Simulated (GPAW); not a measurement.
# Mg3TiO4 (Pm-3m) in GPAW: reference runs

Reference runs on Mg3TiO4: the cell as given.

Everything below comes from runs of GPAW 26.7.0. Logs are shortened: lines on timing, memory, paths and dates and some standing lists are left out, and cuts for length are marked. The log counts tension as positive stress, the text compression.

## 1. Starting point

The structure is cubic, space group Pm-3m (No. 221). The conventional cell has a = 4.314 Å, b = 4.314 Å, c = 4.314 Å, α = 90.00°, β = 90.00°, γ = 90.00°. Ti (site symmetry m-3m) is surrounded by 6 O at 2.16 Å. Mg (site symmetry 4/mmm) is surrounded by 6 O at 2.16 Å. O (site symmetry 4/mmm) is surrounded by 2 Ti at 2.16 Å and 4 Mg at 2.16 Å. Around O (site symmetry m-3m) lie 6 Mg at 2.16 Å.

The cell comes from a database or a generator and needn't be the stable form of this composition.

## 2. Single point, PBEsol

File run.py:

```python
from ase import Atoms
from ase.dft.bandgap import bandgap
from ase.io import write
from ase.units import Bohr, GPa
from gpaw import GPAW, PW, setup_paths
from gpaw.elf import elf_from_dft_calculation

setup_paths.insert(0, '.')

atoms = Atoms(['Ti', 'Mg', 'Mg', 'Mg', 'O', 'O', 'O', 'O'],
              cell=[[4.31365886, 0.0, 0.0],
                    [0.0, 4.31365886, 0.0],
                    [0.0, 0.0, 4.31365886]],
              scaled_positions=[[0.0, 0.0, 0.0],
                                [0.5, 0.5, 0.0],
                                [0.5, 0.0, 0.5],
                                [0.0, 0.5, 0.5],
                                [0.0, 0.5, 0.0],
                                [0.0, 0.0, 0.5],
                                [0.5, 0.5, 0.5],
                                [0.5, 0.0, 0.0]],
              pbc=True)

calc = GPAW(mode=PW(800),
            xc='PBEsol',
            kpts={'size': (6, 6, 6), 'gamma': True},
            occupations={'name': 'fermi-dirac', 'width': 0.05},
            nbands=55,
            convergence={'density': 1e-05, 'energy': 1e-05},
            maxiter=150,
            txt='gpaw.txt')
atoms.calc = calc
energy = atoms.get_potential_energy()
forces = atoms.get_forces()
stress = atoms.get_stress()
calc.write('gs.gpw')
write('result.traj', atoms)
print(f'Energy: {energy:.6f} eV')
print('Forces (eV/A):')
print(forces.round(4))
print('Stress (GPa):', (stress / GPa).round(3))
print('Fermi level:', round(calc.get_fermi_level(), 4), 'eV')
print(f'Gap: {bandgap(calc)[0]:.4f} eV, direct: {bandgap(calc, direct=True)[0]:.4f} eV')

# fields on the real-space grid
write('density.cube', atoms, data=calc.get_pseudo_density() * Bohr**3)
write('potential.cube', atoms, data=calc.get_electrostatic_potential())
write('elf.cube', atoms, data=elf_from_dft_calculation(calc).data)
```

Potentials or basis: PAW data sets generated in the run's folder for this functional, pw.

Launch:

```
$ gpaw-setup -f PBEsol Mg O Ti
$ OMP_NUM_THREADS=1 python run.py
```

gpaw.txt:

```text
__  _  _
 | _ |_)|_||  |
 |__||  | ||/\| - 26.7.0

Input parameters:
  mode=PW(ecut=800.0),
  convergence={'density': 1e-05, 'energy': 1e-05},
  kpts=MonkhorstPack(size=(6, 6, 6), gamma=True),
  maxiter=150,
  nbands=55,
  occupations=Occupations(name='fermi-dirac', width=0.05),
  xc=XC(name='PBEsol')

Diagonalizing LCAO Hamiltonian
Converting LCAO to pw mode
    .----------.
   /|          |
  / |          |
 *  |          |
 |Mg|   O      |
 |  .----------.
 O /  Mg      /
 |/     Mg   /
 Ti---O-----*

Atoms  # Å, Bohr magnetons
|   | symbol |        x |        y |        z |    initial magnetic moments |
|---|--------|----------|----------|----------|-----------------------------|
| 0 |     Ti | 0.000000 | 0.000000 | 0.000000 | ( 0.0000,  0.0000,  0.0000) |
| 1 |     Mg | 2.156829 | 2.156829 | 0.000000 | ( 0.0000,  0.0000,  0.0000) |
| 2 |     Mg | 2.156829 | 0.000000 | 2.156829 | ( 0.0000,  0.0000,  0.0000) |
| 3 |     Mg | 0.000000 | 2.156829 | 2.156829 | ( 0.0000,  0.0000,  0.0000) |
| 4 |      O | 0.000000 | 2.156829 | 0.000000 | ( 0.0000,  0.0000,  0.0000) |
| 5 |      O | 0.000000 | 0.000000 | 2.156829 | ( 0.0000,  0.0000,  0.0000) |
| 6 |      O | 2.156829 | 2.156829 | 2.156829 | ( 0.0000,  0.0000,  0.0000) |
| 7 |      O | 2.156829 | 0.000000 | 0.000000 | ( 0.0000,  0.0000,  0.0000) |

Unit cell  # Å
| periodic |        x |        y |        z |  lengths |    angles |
|----------|----------|----------|----------|----------|-----------|
|      yes | 4.313659 | 0.000000 | 0.000000 | 4.313659 | 90.000000 |
|      yes | 0.000000 | 4.313659 | 0.000000 | 4.313659 | 90.000000 |
|      yes | 0.000000 | 0.000000 | 4.313659 | 4.313659 | 90.000000 |

Number of symmetries: 48
Symmetry operations  # r_c * U_cc + t_c -> r_c
|    | kind |            matrix            |
|----|------|------------------------------|
|  0 |  E   |  1, 0, 0,  0, 1, 0,  0, 0, 1 |
|  1 |  σ   |  1, 0, 0,  0, 1, 0,  0, 0,-1 |
|  2 |  σ   |  1, 0, 0,  0, 0, 1,  0, 1, 0 |
|  3 |  C4  |  1, 0, 0,  0, 0, 1,  0,-1, 0 |
|  4 |  C4  |  1, 0, 0,  0, 0,-1,  0, 1, 0 |
|  5 |  σ   |  1, 0, 0,  0, 0,-1,  0,-1, 0 |
|  6 |  σ   |  1, 0, 0,  0,-1, 0,  0, 0, 1 |
|  7 |  C2  |  1, 0, 0,  0,-1, 0,  0, 0,-1 |
|  8 |  σ   |  0, 1, 0,  1, 0, 0,  0, 0, 1 |
|  9 |  C2  |  0, 1, 0,  1, 0, 0,  0, 0,-1 |
| 10 |  C3  |  0, 1, 0,  0, 0, 1,  1, 0, 0 |
| 11 |  S6  |  0, 1, 0,  0, 0, 1, -1, 0, 0 |
| 12 |  S6  |  0, 1, 0,  0, 0,-1,  1, 0, 0 |
| 13 |  C3  |  0, 1, 0,  0, 0,-1, -1, 0, 0 |
| 14 |  C4  |  0, 1, 0, -1, 0, 0,  0, 0, 1 |
| 15 |  S4  |  0, 1, 0, -1, 0, 0,  0, 0,-1 |
| 16 |  C3  |  0, 0, 1,  1, 0, 0,  0, 1, 0 |
| 17 |  S6  |  0, 0, 1,  1, 0, 0,  0,-1, 0 |
| 18 |  σ   |  0, 0, 1,  0, 1, 0,  1, 0, 0 |
| 19 |  C4  |  0, 0, 1,  0, 1, 0, -1, 0, 0 |
| 20 |  C2  |  0, 0, 1,  0,-1, 0,  1, 0, 0 |
| 21 |  S4  |  0, 0, 1,  0,-1, 0, -1, 0, 0 |
| 22 |  S6  |  0, 0, 1, -1, 0, 0,  0, 1, 0 |
| 23 |  C3  |  0, 0, 1, -1, 0, 0,  0,-1, 0 |
| 24 |  S6  |  0, 0,-1,  1, 0, 0,  0, 1, 0 |
| 25 |  C3  |  0, 0,-1,  1, 0, 0,  0,-1, 0 |
| 26 |  C4  |  0, 0,-1,  0, 1, 0,  1, 0, 0 |
| 27 |  σ   |  0, 0,-1,  0, 1, 0, -1, 0, 0 |
| 28 |  S4  |  0, 0,-1,  0,-1, 0,  1, 0, 0 |
| 29 |  C2  |  0, 0,-1,  0,-1, 0, -1, 0, 0 |
| 30 |  C3  |  0, 0,-1, -1, 0, 0,  0, 1, 0 |
| 31 |  S6  |  0, 0,-1, -1, 0, 0,  0,-1, 0 |
| 32 |  C4  |  0,-1, 0,  1, 0, 0,  0, 0, 1 |
| 33 |  S4  |  0,-1, 0,  1, 0, 0,  0, 0,-1 |
| 34 |  S6  |  0,-1, 0,  0, 0, 1,  1, 0, 0 |
| 35 |  C3  |  0,-1, 0,  0, 0, 1, -1, 0, 0 |
| 36 |  C3  |  0,-1, 0,  0, 0,-1,  1, 0, 0 |
| 37 |  S6  |  0,-1, 0,  0, 0,-1, -1, 0, 0 |
| 38 |  σ   |  0,-1, 0, -1, 0, 0,  0, 0, 1 |
| 39 |  C2  |  0,-1, 0, -1, 0, 0,  0, 0,-1 |
| 40 |  σ   | -1, 0, 0,  0, 1, 0,  0, 0, 1 |
| 41 |  C2  | -1, 0, 0,  0, 1, 0,  0, 0,-1 |
| 42 |  C2  | -1, 0, 0,  0, 0, 1,  0, 1, 0 |
| 43 |  S4  | -1, 0, 0,  0, 0, 1,  0,-1, 0 |
| 44 |  S4  | -1, 0, 0,  0, 0,-1,  0, 1, 0 |
| 45 |  C2  | -1, 0, 0,  0, 0,-1,  0,-1, 0 |
| 46 |  C2  | -1, 0, 0,  0,-1, 0,  0, 0, 1 |
| 47 |  i   | -1, 0, 0,  0,-1, 0,  0, 0,-1 |

BZ-sampling:
  Number of BZ points: 216
  Number of IBZ points: 20

  Monkhorst-Pack size: [6, 6, 6]
  Monkhorst-Pack shift: [0.08333333333333333, 0.08333333333333333, 0.08333333333333333]

K-points  # in reciprocal-cell coordinates
|     |                                coordinates |     weight |
|-----|--------------------------------------------|------------|
|   0 | (  0.00000000,   0.00000000,   0.00000000) | 0.00462963 |
|   1 | (  0.16666667,   0.00000000,   0.00000000) | 0.02777778 |
|   2 | (  0.16666667,   0.16666667,   0.00000000) | 0.05555556 |
|   3 | (  0.16666667,   0.16666667,   0.16666667) | 0.03703704 |
|   4 | (  0.33333333,   0.00000000,   0.00000000) | 0.02777778 |
|   5 | (  0.33333333,   0.16666667,   0.00000000) | 0.11111111 |
|   6 | (  0.33333333,   0.16666667,   0.16666667) | 0.11111111 |
|   7 | (  0.33333333,   0.33333333,   0.00000000) | 0.05555556 |
|   8 | (  0.33333333,   0.33333333,   0.16666667) | 0.11111111 |
|   9 | (  0.33333333,   0.33333333,   0.33333333) | 0.03703704 |
| ... |                                            |            |
|  19 | (  0.50000000,   0.50000000,   0.50000000) | 0.00462963 |

Plane wave coefficients: 4224
Cutoff: 800.0 eV

Spin-components: 1 (collinear spins)
Bands:           55
Projectors:      41
Spin-degeneracy: 2
Datatype:        complex128

Parallelization:
  kpt:    1
  domain: 1
  band:   1

Density:
  Valence electrons: 66.0
  Components: 1
  Grid points: [30 30 30]
  Charge: 0.0  # |e|

Potential:
  Grid points: [30 30 30]

species:
  Ti:
    name:    Titanium
    Z:       22.0
    valence: 12
    core:    10
    charge:  0.0  # [|e|]
    compensation charges:
      type: gauss
      rc: 0.38  # [Å]
      lmax: 2
    cutoffs:
      filter: 2.23  # [Å]
      core: 1.02  # [Å]
    projectors
    | kind |    occ | energy [eV] | rcut [Å] |
    |------|--------|-------------|----------|
    |   3s |  2.000 |     -62.441 |    1.270 |
    |   4s |  2.000 |      -4.477 |    1.270 |
    |   3p |  6.000 |     -38.776 |    1.058 |
    |   4p |  0.000 |      -1.449 |    1.058 |
    |   3d |  2.000 |      -4.275 |    1.058 |
    |    d |        |      22.937 |    1.058 |

    Using partial waves for Ti as LCAO basis

  Mg:
    name:    Magnesium
    Z:       12.0
    valence: 10
    core:    2
    charge:  0.0  # [|e|]
    compensation charges:
      type: gauss
      rc: 0.33  # [Å]
      lmax: 2
    cutoffs:
      filter: 1.86  # [Å]
      core: 0.54  # [Å]
    projectors
    | kind |    occ | energy [eV] | rcut [Å] |
    |------|--------|-------------|----------|
    |   2s |  2.000 |     -79.588 |    1.090 |
    |   3s |  2.000 |      -4.679 |    1.090 |
    |   2p |  6.000 |     -46.550 |    1.085 |
    |   3p |  0.000 |      -1.306 |    1.085 |
    |    d |        |       0.000 |    1.037 |

    Using partial waves for Mg as LCAO basis

  O:
    name:    Oxygen
    Z:       8.0
    valence: 6
    core:    2
    charge:  0.0  # [|e|]
    compensation charges:
      type: gauss
      rc: 0.21  # [Å]
      lmax: 2
    cutoffs:
      filter: 1.17  # [Å]
      core: 0.83  # [Å]
    projectors
    | kind |    occ | energy [eV] | rcut [Å] |
    |------|--------|-------------|----------|
    |   2s |  2.000 |     -23.808 |    0.688 |
    |   2p |  4.000 |      -8.972 |    0.598 |
    |    s |        |       3.404 |    0.688 |
    |    p |        |      18.239 |    0.598 |
    |    d |        |       0.000 |    0.619 |

    Using partial waves for O as LCAO basis

Reference energy: -47646.671388  # eV

eigensolver:
  PPCG
  Converge bands: occupied
  niter=2

density mixing:
  MSR1-Mixer
  Pratt-step length: 0.05
  Maximum mixing coefficient: 0.75
  Old densities: 10
  SVD Regularization: 0.005
  Good broyden scale: 1.0
  Trust region scale: 1.0
  Backstep threshold: 4.0
  History deletion threshold: 6.0
  Fourier metric: weight=20.0, sigma=0.015

occupation numbers:
  Fermi-Dirac:
    width: 0.0500  # eV

poisson solver:
  ecut: 6400.0  # eV

xc functional:
  name: PBEsol with 2 nearest neighbor stencil

convergence criteria:
[... 6 lines left out ...]
|iter     | |      energy | eigst |  dens |
|---------|-|-------------|-------|-------|
|iter:   1| |  -58.763288 | +0.44 |       |
|iter:   2| |  -57.577166 | -1.40 | -1.03 |
|iter:   3| |  -54.596859 | -1.06 | -1.10 |
|iter:   4| |  -54.495259 | -2.11 | -1.57 |
|iter:   5| |  -54.497532 | -2.83 | -1.85 |
|iter:   6| |  -54.493728 | -3.44 | -2.21 |
|iter:   7| |  -54.493837 | -4.98 | -2.97 |
|iter:   8| |  -54.493896c| -5.91 | -3.47 |
|iter:   9| |  -54.493875c| -6.60 | -4.02 |
|iter:  10| |  -54.493874c| -7.94c| -4.43 |
|iter:  11| |  -54.493874c| -8.07c| -5.22c|

Converged in 11 steps
Energy contributions relative to reference atoms: (reference = -47646.671388)

Energy contributions:
  Kinetic:          39.127290
  Coulomb:         -36.413372
  Zero:              0.695007
  External:          0.000000
  Xc:              -57.883335
  Entropy:          -0.038928
  Spinorbit:         0.000000
  ----------------------------
  Free energy:     -54.513338
  Extrapolated:    -54.493874

dipole moment: (-44.035559, -44.035559, -44.035559)  # |e|*Ang

Fermi level: 9.978
Eigenvalues  # (at kpt = [0.000, 0.000, 0.000])
| band index |      eig [eV] | occ [0-2] |
|------------|---------------|-----------|
|          0 |       -67.346 |     2.000 |
|        ... |               |           |
|         28 |         3.784 |     2.000 |
|         29 |         4.683 |     2.000 |
|         30 |         4.683 |     2.000 |
|         31 |         4.683 |     2.000 |
|         32 |         8.930 |     2.000 |
|         33 |         8.930 |     2.000 |
[... 8 lines left out ...]
|         42 |        15.936 |     0.000 |
|         43 |        17.160 |     0.000 |
|        ... |               |           |
|         54 |        23.903 |     0.000 |

No gap
No difference between direct/indirect transitions

Forces  # eV/Ang
|        x |        y |        z |
|----------|----------|----------|
|  0.00000 |  0.00000 |  0.00000 |  # Ti   0
| -0.00000 | -0.00000 | -0.00000 |  # Mg   1
|  0.00000 | -0.00000 | -0.00000 |  # Mg   2
| -0.00000 |  0.00000 |  0.00000 |  # Mg   3
|  0.00000 |  0.00000 |  0.00000 |  # O    4
|  0.00000 |  0.00000 |  0.00000 |  # O    5
|  0.00000 |  0.00000 |  0.00000 |  # O    6
|  0.00000 |  0.00000 |  0.00000 |  # O    7

Stress tensor  # eV/Ang^3
|        x |        y |        z |
|----------|----------|----------|
| 0.044981 | 0.000000 | 0.000000 |
| 0.000000 | 0.044981 | 0.000000 |
| 0.000000 | 0.000000 | 0.044981 |

# Writing to gs.gpw (mode='')
```

Run time: 96 s. Hardware: 1 thread of Arm Neoverse V2, shared host; peak memory 0.29 GiB.

Results:

```yaml
Free_energy: -54.5133 eV
Pressure: -7.2 GPa
Band_gap_on_the_k_mesh: none (metal or under the smearing width)
```

Levels at points of the mesh, in eV from the Fermi level:
```csv
k point,band 29,band 30,band 31,band 32,band 33,band 34,band 35,band 36,band 37,band 38
"(0.00, 0.00, 0.00)",-6.19,-5.30,-5.30,-5.30,-1.05,-1.05,-1.05,-0.92,1.13,1.13
"(0.50, 0.00, 0.00)",-5.97,-5.97,-5.89,-5.89,-0.87,0.31,0.31,1.18,1.58,2.13
"(0.50, 0.50, 0.00)",-6.60,-5.97,-5.78,-5.78,0.34,0.34,0.99,1.43,3.70,3.85
"(0.50, 0.50, 0.50)",-5.97,-5.85,-5.85,-5.85,1.04,1.04,1.04,2.12,2.57,2.57
```

Caveat: semilocal functionals often make such compounds metallic where correlation or magnetic order opens a gap, which also shifts bond lengths.
